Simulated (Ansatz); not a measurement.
# GeNH₃ + CH₄: a complex and its separated parts, part 2 of 2

Ansatz 0.2.0, Gaussian basis. The steps go on from the part before.

### 13 CAM-B3LYP-D4/def2-TZVPP

The inputs:

parta/in.yaml

```yaml
crystal:
  periodic: [false, false, false]
  atoms:
    - {symbol: Ge, position_ang: [-1.714990, -0.249097, -0.240080]}
    - {symbol: N, position_ang: [-1.958098, -1.083958, 1.224528]}
    - {symbol: H, position_ang: [-1.329233, -0.815023, -1.622143]}
    - {symbol: H, position_ang: [-1.891590, 1.269429, -0.233189]}
    - {symbol: H, position_ang: [-1.813756, -2.086207, 1.101151]}
basis:
  gaussian: {orbitals: def2-TZVPP}
hamiltonian: {xc: {name: CAM-B3LYP}, dispersion: d4}
```

partb/in.yaml

```yaml
crystal:
  periodic: [false, false, false]
  atoms:
    - {symbol: C, position_ang: [1.741524, 0.592988, -0.046013]}
    - {symbol: H, position_ang: [1.324973, 0.111272, 0.838169]}
    - {symbol: H, position_ang: [1.615450, -0.060283, -0.908966]}
    - {symbol: H, position_ang: [2.802308, 0.786183, 0.111374]}
    - {symbol: H, position_ang: [1.223412, 1.534795, -0.224632]}
basis:
  gaussian: {orbitals: def2-TZVPP}
hamiltonian: {xc: {name: CAM-B3LYP}, dispersion: d4}
```

One command serves all of them, each in its own folder.

On the command line:

```console
> ansatz run in.yaml --threads 4 --pin off --events-out ev --progress --plain --max-ram 9574MiB
```

Output in parta, shortened:

```text
Functional definition: CAM-B3LYP
  name "CAM-B3LYP"
  cite "Yanai, Tew & Handy, Chem. Phys. Lett. 393, 51 (2004) doi:10.1016/j.cplett.2004.06.011"
  cite "Iikura, Tsuneda, Yanai & Hirao, J. Chem. Phys. 115, 3540 (2001) doi:10.1063/1.1383587"
  cite "Becke, Phys. Rev. A 38, 3098 (1988) doi:10.1103/PhysRevA.38.3098"
  cite "Lee, Yang & Parr, Phys. Rev. B 37, 785 (1988) doi:10.1103/PhysRevB.37.785"
[...]
721 factors; their error is unknown
183 factors; integrals over basis functions are off by at most 1.0e-5 eV
[...]
mean field -58058.59794355 eV, -2133.6141208942 hartree, gradient 2.2e-5 eV, S^2 0.000000; 0 other end points of the search recorded, 0 dependent functions left out
reference -58058.59803947 eV, -2133.6141244194 hartree; 21, 21 occupied and 100, 100 virtual orbitals, 721 factors
Total energy: -58058.65038379 eV, -2133.6160480375 hartree
```

partb printed, shortened:

```text
[... 6 set-up lines as earlier in the session ...]
[...]
  # Exact exchange under (alpha + beta erf(omega r))/r, Becke's under what is left of 1/r.
[...]
416 factors; their error is unknown
123 factors; integrals over basis functions are off by at most 4.2e-6 eV
[...]
mean field -1102.19258471 eV, -40.5048303952 hartree, gradient 1.2e-5 eV, S^2 0.000000; 0 other end points of the search recorded, 0 dependent functions left out
reference -1102.19267596 eV, -40.5048337487 hartree; 5, 5 occupied and 82, 82 virtual orbitals, 416 factors
Total energy: -1102.21100835 eV, -40.5055074516 hartree
```

They took 0.75 s (parta), 0.3 s (partb) on 4 threads of Arm Neoverse V1, shared host.

### 14 wB97X-V/def2-TZVPP

The same edit goes into each in.yaml of step 13 (parta, partb):

```diff
-hamiltonian: {xc: {name: CAM-B3LYP}, dispersion: d4}
+hamiltonian: {xc: {name: wB97X-V}}
```

One command serves all of them, each in its own folder.

On the command line:

```console
> ansatz run in.yaml --threads 4 --pin off --events-out ev --progress --plain --max-ram 9574MiB
```

Output in parta, shortened:

```text
Functional definition: wB97X-V
  name "wB97X-V"
  cite "Mardirossian & Head-Gordon, Phys. Chem. Chem. Phys. 16, 9904 (2014) doi:10.1039/C3CP54374A"
[... 2 set-up lines as earlier in the session ...]
[...]
      + integral(e_c_pw_opposite_spin*poly(b97_u_opposite, cos0, cos1)) + vv10(b, c)
721 factors; their error is unknown
157 factors; integrals over basis functions are off by at most 2.1e-5 eV
[...]
mean field -58050.24170276 eV, -2133.3070347093 hartree, gradient 4.6e-5 eV, S^2 0.000000; 0 other end points of the search recorded, 0 dependent functions left out
reference -58050.24170128 eV, -2133.3070346548 hartree; 21, 21 occupied and 100, 100 virtual orbitals, 721 factors
Total energy: -58050.24170128 eV, -2133.3070346548 hartree
```

Log of partb, shortened:

```text
[... 5 set-up lines as earlier in the session ...]
[...]
      + integral(e_c_pw_opposite_spin*poly(b97_u_opposite, cos0, cos1)) + vv10(b, c)
416 factors; their error is unknown
123 factors; integrals over basis functions are off by at most 1.3e-5 eV
[...]
mean field -1102.50992454 eV, -40.5164924189 hartree, gradient 2.5e-5 eV, S^2 0.000000; 0 other end points of the search recorded, 0 dependent functions left out
reference -1102.50992320 eV, -40.5164923694 hartree; 5, 5 occupied and 82, 82 virtual orbitals, 416 factors
Total energy: -1102.50992320 eV, -40.5164923694 hartree
```

They took 1.9 s (parta), 0.7 s (partb) on 4 threads of Arm Neoverse V1, shared host.

### 15 wB97M-V/def2-TZVPP

Each input of step 14 (parta, partb) changes in the same lines:

```diff
-hamiltonian: {xc: {name: wB97X-V}}
+hamiltonian: {xc: {name: wB97M-V}}
```

Each run has its own folder and the same command.

On the command line:

```console
> ansatz run in.yaml --threads 4 --pin off --events-out ev --progress --plain --max-ram 9574MiB
```

Log of parta, shortened:

```text
Functional definition: wB97M-V
  name "wB97M-V"
  cite "Mardirossian & Head-Gordon, J. Chem. Phys. 144, 214110 (2016) doi:10.1063/1.4952647"
[... 2 set-up lines as earlier in the session ...]
  # Of w^i u^j: cxij and so on, Table III.
[...]
  gx(w, u) = 1 - cx + cx01*u + cx10*w
[...]
      + integral(e_c_pw_mod_opposite_spin*gos(b97_w_opposite, b97_u_opposite)) + vv10(b, c)
718 factors; their error is unknown
157 factors; integrals over basis functions are off by at most 2.1e-5 eV
[...]
mean field -58052.10470105 eV, -2133.3754986339 hartree, gradient 6.0e-5 eV, S^2 0.000000; 0 other end points of the search recorded, 0 dependent functions left out
reference -58052.10473694 eV, -2133.3754999525 hartree; 21, 21 occupied and 100, 100 virtual orbitals, 718 factors
Total energy: -58052.10473694 eV, -2133.3754999525 hartree
```

Log of partb, shortened:

```text
[... 5 set-up lines as earlier in the session ...]
  # Of w^i u^j: cxij and so on, Table III.
[...]
  gx(w, u) = 1 - cx + cx01*u + cx10*w
[...]
      + integral(e_c_pw_mod_opposite_spin*gos(b97_w_opposite, b97_u_opposite)) + vv10(b, c)
416 factors; their error is unknown
123 factors; integrals over basis functions are off by at most 1.3e-5 eV
[...]
mean field -1101.86517623 eV, -40.4927983553 hartree, gradient 1.9e-5 eV, S^2 0.000000; 0 other end points of the search recorded, 0 dependent functions left out
reference -1101.86520877 eV, -40.4927995513 hartree; 5, 5 occupied and 82, 82 virtual orbitals, 416 factors
Total energy: -1101.86520877 eV, -40.4927995513 hartree
```

Times: 2 s (parta), 0.75 s (partb) on 4 threads of Arm Neoverse V1, shared host.

### 16 B2PLYP/def2-TZVPP

The same edit goes into each in.yaml of step 15 (parta, partb):

```diff
-hamiltonian: {xc: {name: wB97M-V}}
+hamiltonian: {xc: {name: B2PLYP}}
```

One command serves all of them, each in its own folder.

On the command line:

```console
> ansatz run in.yaml --threads 4 --pin off --events-out ev --progress --plain --max-ram 9574MiB
```

Log of parta, shortened:

```text
Functional definition: B2PLYP
  name "B2PLYP"
  cite "Grimme, J. Chem. Phys. 124, 034108 (2006) doi:10.1063/1.2148954"
[... 2 set-up lines as earlier in the session ...]
[...]
744 factors; integrals over basis functions are off by at most 1.1e-3 eV
[...]
mean field -58040.56925053 eV, -2132.9515786461 hartree, gradient 6.1e-6 eV, S^2 0.000000; 0 other end points of the search recorded, 0 dependent functions left out
10 core orbitals not correlated: weight in the atoms' cores, before any rotation towards them, 1.000 or more for the frozen orbitals, at most 0.000 for the correlated occupied ones
reference -58040.56937584 eV, -2132.9515832512 hartree; 11, 11 occupied and 100, 100 virtual orbitals, 744 factors
second order -16.16109359 eV of doubles, -0.00000000 eV of singles
Total energy: -58044.93287111 eV, -2133.1119387446 hartree
```

Log of partb, shortened:

```text
[... 5 set-up lines as earlier in the session ...]
[...]
482 factors; integrals over basis functions are off by at most 1.1e-3 eV
[...]
mean field -1099.97184946 eV, -40.4232198801 hartree, gradient 5.7e-6 eV, S^2 0.000000; 0 other end points of the search recorded, 0 dependent functions left out
1 core orbitals not correlated: weight in the atoms' cores, before any rotation towards them, 1.000 or more for the frozen orbitals, at most 0.000 for the correlated occupied ones
reference -1099.97196660 eV, -40.4232241848 hartree; 4, 4 occupied and 82, 82 virtual orbitals, 482 factors
second order -6.44340265 eV of doubles, -0.00000000 eV of singles
Total energy: -1101.71168532 eV, -40.4871576684 hartree
```

Wall times: 1.1 s (parta), 0.35 s (partb) on 4 threads of Arm Neoverse V1, shared host.

### 17 PBE-QIDH/def2-TZVPP

The same edit goes into each in.yaml of step 16 (parta, partb):

```diff
-hamiltonian: {xc: {name: B2PLYP}}
+hamiltonian: {xc: {name: PBE-QIDH}}
```

The same command starts each run, in its folder.

On the command line:

```console
> ansatz run in.yaml --threads 4 --pin off --events-out ev --progress --plain --max-ram 9574MiB
```

Log of parta, shortened:

```text
Functional definition: PBE-QIDH
  name "PBE-QIDH"
  cite "Brémond, Sancho-García, Pérez-Jiménez & Adamo, J. Chem. Phys. 141, 031101 (2014) doi:10.1063/1.4890314"
[... 1 set-up line as earlier in the session ...]
[...]
744 factors; integrals over basis functions are off by at most 1.1e-3 eV
[...]
mean field -58032.98714423 eV, -2132.6729413791 hartree, gradient 4.8e-6 eV, S^2 0.000000; 0 other end points of the search recorded, 0 dependent functions left out
10 core orbitals not correlated: weight in the atoms' cores, before any rotation towards them, 1.000 or more for the frozen orbitals, at most 0.000 for the correlated occupied ones
reference -58032.98715329 eV, -2132.6729417119 hartree; 11, 11 occupied and 100, 100 virtual orbitals, 744 factors
second order -14.80781315 eV of doubles, -0.00000000 eV of singles
Total energy: -58037.92309101 eV, -2132.8543340773 hartree
```

Output in partb, shortened:

```text
[... 4 set-up lines as earlier in the session ...]
[...]
482 factors; integrals over basis functions are off by at most 1.1e-3 eV
[...]
mean field -1099.27816833 eV, -40.3977275687 hartree, gradient 5.4e-6 eV, S^2 0.000000; 0 other end points of the search recorded, 0 dependent functions left out
1 core orbitals not correlated: weight in the atoms' cores, before any rotation towards them, 1.000 or more for the frozen orbitals, at most 0.000 for the correlated occupied ones
reference -1099.27817666 eV, -40.3977278749 hartree; 4, 4 occupied and 82, 82 virtual orbitals, 482 factors
second order -6.01425019 eV of doubles, -0.00000000 eV of singles
Total energy: -1101.28292673 eV, -40.4714010809 hartree
```

They took 1.4 s (parta), 0.35 s (partb) on 4 threads of Arm Neoverse V1, shared host.

### 18 RPA on PBE/def2-TZVPP

The same edit goes into each in.yaml of step 17 (parta, partb):

```diff
-hamiltonian: {xc: {name: PBE-QIDH}}
+hamiltonian: {xc: pbe}
+correlation: {method: rpa}
```

Each run has its own folder and the same command.

On the command line:

```console
> ansatz run in.yaml --threads 4 --pin off --events-out ev --progress --plain --max-ram 9574MiB
```

parta printed, shortened:

```text
[... 4 set-up lines as earlier in the session ...]
[...]
744 factors; integrals over basis functions are off by at most 1.1e-3 eV
[...]
mean field -58045.74041851 eV, -2133.1416155643 hartree, gradient 4.0e-6 eV, S^2 0.000000; 2 other end points of the search recorded, 0 dependent functions left out
10 core orbitals not correlated: weight in the atoms' cores, before any rotation towards them, 1.000 or more for the frozen orbitals, at most 0.000 for the correlated occupied ones
reference -58000.29016150 eV, -2131.4713494265 hartree; 11, 11 occupied and 100, 100 virtual orbitals, 744 factors
Total energy: -58020.75191510 eV, -2132.2233050017 hartree
```

Log of partb, shortened:

```text
[... 4 set-up lines as earlier in the session ...]
[...]
482 factors; integrals over basis functions are off by at most 1.1e-3 eV
[...]
mean field -1101.08955409 eV, -40.4642947674 hartree, gradient 4.9e-6 eV, S^2 0.000000; 0 other end points of the search recorded, 0 dependent functions left out
1 core orbitals not correlated: weight in the atoms' cores, before any rotation towards them, 1.000 or more for the frozen orbitals, at most 0.000 for the correlated occupied ones
reference -1094.05485337 eV, -40.2057742845 hartree; 4, 4 occupied and 82, 82 virtual orbitals, 482 factors
Total energy: -1103.78824079 eV, -40.5634696746 hartree
```

Times: 1.4 s (parta), 0.35 s (partb) on 4 threads of Arm Neoverse V1, shared host.

### 19 CCSD(T)/def2-TZVPP

The same edit goes into each in.yaml of step 18 (parta, partb):

```diff
-hamiltonian: {xc: pbe}
-correlation: {method: rpa}
+correlation: {method: ccsd_t}
```

One command serves all of them, each in its own folder.

On the command line:

```console
> ansatz run in.yaml --threads 4 --pin off --events-out ev --progress --plain --max-ram 9574MiB
```

parta printed, shortened:

```text
Functional definition: HF
  name "HF"
  cite "Fock, Z. Phys. 61, 126 (1930) doi:10.1007/BF01340294"
[... 1 set-up line as earlier in the session ...]
[...]
744 factors; integrals over basis functions are off by at most 1.1e-3 eV
[...]
mean field -58001.42417251 eV, -2131.5130235623 hartree, gradient 2.9e-6 eV, S^2 0.000000; 0 other end points of the search recorded, 0 dependent functions left out; unrestricted orbitals would lower it
[...]
reference -58001.42417251 eV, -2131.5130235623 hartree; 11, 11 occupied and 100, 100 virtual orbitals, 744 factors
second order -12.98415437 eV of doubles, -0.00000000 eV of singles
cycle   1  -12.57577012 eV  change    4.1e-1 eV  update   1.2e-1
[...]
cycle  11  -13.17007646 eV  change   -9.5e-6 eV  update   1.0e-5
perturbative correction -0.60816220 eV, -0.0223495487 hartree
Total energy: -58015.20241117 eV, -2132.0193644939 hartree
```

partb printed, shortened:

```text
[... 4 set-up lines as earlier in the session ...]
[...]
482 factors; integrals over basis functions are off by at most 1.1e-3 eV
[...]
mean field -1094.28756837 eV, -40.2143264030 hartree, gradient 9.5e-7 eV, S^2 0.000000; 0 other end points of the search recorded, 0 dependent functions left out
1 core orbitals not correlated: weight in the atoms' cores, before any rotation towards them, 1.000 or more for the frozen orbitals, at most 0.000 for the correlated occupied ones
reference -1094.28756837 eV, -40.2143264030 hartree; 4, 4 occupied and 82, 82 virtual orbitals, 482 factors
second order -5.38052974 eV of doubles, -0.00000000 eV of singles
cycle   1  -5.77368353 eV  change   -3.9e-1 eV  update   4.2e-2
[...]
cycle   8  -5.93357936 eV  change   -2.1e-7 eV  update   1.3e-6
perturbative correction -0.16938436 eV, -0.0062247604 hartree
Total energy: -1100.39053209 eV, -40.4386061829 hartree
```

They took 4.2 s (parta), 0.4 s (partb) on 4 threads of Arm Neoverse V1, shared host; peak memory 0.54 GiB.

### 20 Vibrations of GeNH₃

vib-parta/in.yaml reads:

```yaml
crystal:
  periodic: [false, false, false]
  atoms:
    - {symbol: Ge, position_ang: [-1.714990, -0.249097, -0.240080]}
    - {symbol: N, position_ang: [-1.958098, -1.083958, 1.224528]}
    - {symbol: H, position_ang: [-1.329233, -0.815023, -1.622143]}
    - {symbol: H, position_ang: [-1.891590, 1.269429, -0.233189]}
    - {symbol: H, position_ang: [-1.813756, -2.086207, 1.101151]}
basis:
  gaussian: {orbitals: def2-TZVP}
hamiltonian: {xc: pbe0, dispersion: d4}
phonons: {temperatures: {t_min: 298.15, t_max: 900, t_step: 200}}
```

On the command line:

```console
> ansatz run in.yaml --threads 4 --pin off --events-out ev --progress --plain --max-ram 9574MiB
```

What it wrote, shortened:

```text
[... 5 set-up lines as earlier in the session ...]
[...]
688 factors; their error is unknown
[...]
mean field -58047.03853230 eV, -2133.1893203661 hartree, gradient 1.3e-5 eV, S^2 0.000000; 0 other end points of the search recorded, 0 dependent functions left out
[...]
Atom 2 at    -1.329233    -0.815023    -1.622143 Å, force    -0.000072    -0.000764     0.000209 eV/Å
Atom 3 at    -1.891590     1.269429    -0.233189 Å, force    -0.000348     0.001713    -0.000606 eV/Å
Atom 4 at    -1.813756    -2.086207     1.101151 Å, force    -0.000205    -0.002761     0.001087 eV/Å
Dipole moment:     0.124123     0.042436    -0.556668 e Å
Vibrations: 523.27 534.48 772.72 866.75 898.04 957.58 2112.67 2199.44 3512.58 cm⁻¹, zero-point energy 0.767308 eV
```

It took 14 s on 4 threads of Arm Neoverse V1, shared host.

Wavenumbers and character of the modes:

```csv
mode,wavenumber (cm⁻¹),character
1,523,torsion with out-of-plane bend
2,534,bend
3,773,wag or twist
4,867,bend
5,898,Ge–N stretch
6,958,bend
7,2113,Ge–H stretch
8,2199,Ge–H stretch
9,3513,N–H stretch
```

Vibrational sums (real modes only):

```csv
T (K),entropy (J/mol/K),heat capacity (J/mol/K)
298,7.6,19.1
498,21.6,35.1
698,35.1,44.9
898,47.3,51.6
```

### 21 Vibrations of CH₄

vib-partb/in.yaml reads:

```yaml
crystal:
  periodic: [false, false, false]
  atoms:
    - {symbol: C, position_ang: [1.741524, 0.592988, -0.046013]}
    - {symbol: H, position_ang: [1.324973, 0.111272, 0.838169]}
    - {symbol: H, position_ang: [1.615450, -0.060283, -0.908966]}
    - {symbol: H, position_ang: [2.802308, 0.786183, 0.111374]}
    - {symbol: H, position_ang: [1.223412, 1.534795, -0.224632]}
basis:
  gaussian: {orbitals: def2-TZVP}
hamiltonian: {xc: pbe0, dispersion: d4}
phonons: {temperatures: {t_min: 298.15, t_max: 900, t_step: 200}}
```

On the command line:

```console
> ansatz run in.yaml --threads 4 --pin off --events-out ev --progress --plain --max-ram 9574MiB
```

What it wrote, shortened:

```text
[... 5 set-up lines as earlier in the session ...]
[...]
356 factors; their error is unknown
[...]
mean field -1101.35639252 eV, -40.4741008989 hartree, gradient 1.5e-5 eV, S^2 0.000000; 0 other end points of the search recorded, 0 dependent functions left out
[...]
Atom 2 at     1.615450    -0.060283    -0.908966 Å, force    -0.000095    -0.000051    -0.000050 eV/Å
Atom 3 at     2.802308     0.786183     0.111374 Å, force    -0.000065    -0.000026     0.000023 eV/Å
Atom 4 at     1.223412     1.534795    -0.224632 Å, force    -0.000114     0.000028    -0.000016 eV/Å
Dipole moment:     0.000003     0.000001    -0.000000 e Å
Vibrations: 1326.40 1326.41 1326.42 1551.06 1551.06 3046.94 3167.78 3167.83 3167.85 cm⁻¹, zero-point energy 1.217013 eV
```

It took 2.4 s on 4 threads of Arm Neoverse V1, shared host.

The modes, with what each moves most:

```csv
mode,wavenumber (cm⁻¹),character
1,1326,bend
2,1326,bend
3,1326,bend
4,1551,bend
5,1551,bend
6,3047,C–H stretch
7,3168,C–H stretch
8,3168,C–H stretch
9,3168,C–H stretch
```

Vibrational sums (real modes only):

```csv
T (K),entropy (J/mol/K),heat capacity (J/mol/K)
298,0.4,2.2
498,3.7,12.5
698,9.8,23.6
898,16.9,33.1
```

### 22 Complex less separated parts

The complex's own energies come from single points at the same levels.

Rows are in def2-TZVPP; times add the 3 runs of a level on a shared host, so small differences are noise.

Differences are taken before rounding.

```csv
method,rung,complex less parts (kJ/mol),from CCSD(T) (kJ/mol),time
SPW92,LDA,-9.3,-4.6,1.3 s
PBE-D4,GGA,-6.7,-1.9,2 s
BLYP-D4,GGA,-5.2,-0.4,2 s
r2SCAN-D4,meta-GGA,-5.4,-0.6,3.9 s
B97M-V,meta-GGA,-5.3,-0.5,8.4 s
PBE0-D4,hybrid,-6.3,-1.6,2.5 s
B3LYP-D4,hybrid,-5.6,-0.8,2.4 s
r2SCAN0-D4,hybrid,-5.6,-0.9,4.4 s
BHLYP-D4,hybrid,-6.0,-1.3,2.5 s
CAM-B3LYP-D4,range-separated hybrid,-5.3,-0.6,2.9 s
wB97X-V,range-separated hybrid,-5.5,-0.8,7.1 s
wB97M-V,range-separated hybrid,-5.4,-0.7,8.3 s
B2PLYP,double hybrid,-1.1,+3.6,4.9 s
PBE-QIDH,double hybrid,-3.6,+1.2,5.4 s
RPA on PBE,RPA,-3.5,+1.2,6 s
Hartree-Fock,wavefunction,2.0,+6.7,
MP2,wavefunction,-4.9,-0.2,
CCSD,wavefunction,-3.8,+0.9,
CCSD(T),wavefunction,-4.7,0,66 s
```

Among the levels timed on like hardware and quicker than the yardstick, those that no quicker one beats, quickest first: SPW92 (1.3 s, -4.6 kJ/mol); PBE-D4 (2 s, -1.9 kJ/mol); BLYP-D4 (2 s, -0.4 kJ/mol).

BLYP-D4 reaches 0.4 kJ/mol from the reference in 2 s, where CCSD(T) took 66 s; the quickest level in the cost chart, SPW92, takes 1.3 s and misses by 4.6 kJ/mol.

The complex's zero-point energy, from a separate PBE0-D4 run, is 2.010 eV.

### 23 Summary of results

This closing draws on all 2 parts.

```
                              quantity        value
complex less parts, CCSD(T)/def2-TZVPP  -4.7 kJ/mol
                with zero-point energy  -2.3 kJ/mol
                 largest T1 diagnostic        0.018
```

**Reading.** At CCSD(T) the complex lies 4.7 kJ/mol below its parts. BLYP-D4 is the best functional here (-0.4 kJ/mol from CCSD(T)); SPW92 is the worst (-4.6 kJ/mol). By rung, the mean size of the error is: LDA 4.6, GGA 1.2, meta-GGA 0.6, hybrid 1.1, range-separated hybrid 0.7, double hybrid 2.4 kJ/mol. The double hybrids carry no dispersion term here, unlike the levels marked D4 or V. PBE-D4 gives a relative energy 1.9 kJ/mol too low, an error of 41 % of the reference. No counterpoise was applied, and triple zeta lacks some correlation, so the CCSD(T) reference has a basis error of its own, and close matches with it are partly luck. The restricted Hartree–Fock reference is unstable towards an unrestricted one at one or more of these structures.
